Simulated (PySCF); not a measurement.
**GdBr: bond curves at several levels of theory**

One job finds the state of GdBr, follows it along the bond with each method and fits the curves.

Method: Gd x2c-SVPall, Br x2c-SVPall, spin-free X2C with a Gaussian nucleus; program: PySCF 2.14.0.

## 1. Input

The job is set up so:

```
atoms                         : Gd, Br
charge                        : 0
basis                         : Gd x2c-SVPall, Br x2c-SVPall
Hamiltonian                   : spin-free X2C with a Gaussian nucleus
basis functions               : 117
electrons treated             : 99
masses in u                   : 157.9241, 78.9183
levels                        : PBE0, PBE, r²SCAN, BLYP, BHandHLYP, LC-ωPBE, HF, MP2, SCS-MP2
grid                          : 80 radial by 434 angular points
occupations                   : held fixed by the projection of orbital angular momentum
dissociation limit            : Gd + Br, each in its ground configuration
starting distance in angstrom : 2.635
values of 2S to try           : 5, 7, 9
```

The run is started by

```
$ OMP_NUM_THREADS=4 python dia.py task.json out
```

Further steps of the session: First curve: PBE0; Higher solutions at PBE0; PBE; r²SCAN (meta-GGA); BLYP; BHandHLYP; LC-ωPBE; ROHF (mean field).

**Question.** What will these runs give? Wanted: for each run, Re; ωe; De; μ.

**Answer**, as computed:

Lowest PBE0 solution found, without spin–orbit coupling: octet, unpaired electrons σ ↑, π ↑↑, δ ↑↑, φ ↑↑, about 7.0 electrons in the 4f shell (Mulliken). State 2 has its PBE0 minimum 0.08 eV higher. State 3 has its PBE0 minimum 0.92 eV higher, as a spin-mixed determinant (⟨S²⟩ = 10.61), so this is no gap between pure states. The other levels ran on the lowest alone.

```
       level  Re (Å)  ωe (cm⁻¹)  De (eV)  μ (D)
        ROHF   2.652      227.2     3.51  -3.35
    ROHF-MP2   2.547      253.3     4.40    n/a
ROHF-SCS-MP2   2.569      247.8     4.29    n/a
         PBE   2.569      234.2     4.75  -2.09
        BLYP   2.596      226.5     4.56  -2.01
      r²SCAN   2.584      231.2     4.72  -3.36
        PBE0   2.565      240.0     4.54  -2.74
   BHandHLYP   2.592      238.8     4.25  -3.00
     LC-ωPBE   2.601      223.5     4.80  -3.80
```

De is counted to Gd + Br in their ground configurations. A positive dipole means Gd(−)Br(+).

**Reading.** The methods spread over 0.105 Å in bond length, from ROHF-MP2 to ROHF. Among the levels with a De in the table, it runs from 3.51 eV (ROHF) to 4.80 eV (LC-ωPBE).

Correlated steps freeze 27 core orbitals. These are scalar-relativistic numbers at best; spin–orbit coupling would shift them, the dissociation energy most. The state is the lowest single determinant that the PBE0 search found; with open d or f shells the true ground state can be another one. At some levels the lowest empty orbital lies below the highest filled one (the two can be of opposite spin). With spin–orbit coupling the term label itself may not hold.
